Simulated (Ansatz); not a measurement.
# H8OSi4: the cost of one run

Method: functionals in def2-TZVPP, the program's frozen cores in correlated methods; program: Ansatz 0.2.0, Gaussian basis.

Plan: PBE-D4, r2SCAN-D4, PBE0-D4, B3LYP-D4, ωB97X-V, ωB97M-V, B2PLYP; CCSD(T)/def2-TZVPP; MP2/def2-QZVPP; extrapolation to the limit.

## (1) The relaxed structure

All runs share one geometry, relaxed beforehand with PBE0-D4 in a triple-zeta def2 set.

13 atoms, charge 0, spin multiplicity 1.

Atoms are counted from 1 here; the program's logs count them from 0.

Bond lengths: Si1–Si2 2.340 Å, Si1–H6 1.489 Å, Si1–H7 1.488 Å, Si1–H8 1.488 Å, Si2–O3 1.681 Å, Si2–Si5 2.359 Å, Si2–H9 1.491 Å, O3–Si4 1.673 Å, Si4–Si5 2.356 Å, Si4–H10 1.487 Å, Si4–H11 1.487 Å, Si5–H12 1.487 Å, Si5–H13 1.486 Å. Angles: Si2–Si1–H6 108.6°, Si2–Si1–H7 109.7°, Si2–Si1–H8 112.0°, H6–Si1–H7 108.8°, H6–Si1–H8 108.9°, H7–Si1–H8 108.9°, Si1–Si2–O3 111.7°, Si1–Si2–Si5 117.2°, Si1–Si2–H9 110.3°, O3–Si2–Si5 90.2°, O3–Si2–H9 110.1°, Si5–Si2–H9 115.6°, Si2–O3–Si4 108.7°, O3–Si4–Si5 90.5°, O3–Si4–H10 110.7°, O3–Si4–H11 110.6°, Si5–Si4–H10 117.4°, Si5–Si4–H11 117.7° and more.

## (2) PBE-D4 (GGA)

File in.yaml:

```yaml
crystal:
  periodic: [false, false, false]
  atoms:
    - {symbol: Si, position_ang: [-2.424375, 0.095263, 0.414226]}
    - {symbol: Si, position_ang: [-0.157637, -0.270698, 0.864549]}
    - {symbol: O, position_ang: [0.465915, -1.521902, -0.068412]}
    - {symbol: Si, position_ang: [1.720183, -0.924023, -1.000050]}
    - {symbol: Si, position_ang: [1.390287, 1.227293, -0.097797]}
    - {symbol: H, position_ang: [-2.895651, 1.234729, 1.248603]}
    - {symbol: H, position_ang: [-2.598866, 0.448352, -1.020477]}
    - {symbol: H, position_ang: [-3.253114, -1.102231, 0.719443]}
    - {symbol: H, position_ang: [0.041645, -0.561993, 2.313175]}
    - {symbol: H, position_ang: [2.995245, -1.615201, -0.670838]}
    - {symbol: H, position_ang: [1.436501, -1.117555, -2.446854]}
    - {symbol: H, position_ang: [0.844024, 2.270873, -1.004790]}
    - {symbol: H, position_ang: [2.456042, 1.802393, 0.764023]}
basis:
  gaussian: {orbitals: def2-TZVPP}
hamiltonian: {xc: pbe, dispersion: d4}
output: {forces: true, orbitals: {seedname: orbitals}}
```

On the command line:

```bash
$ ansatz run in.yaml --threads 4 --pin off --events-out ev --progress --plain --max-ram 10444MiB
```

Q: Estimate wall time and peak memory on 4 threads of Arm Neoverse V2, shared host.

About 3.9 s, with a peak of 0.54 GiB.
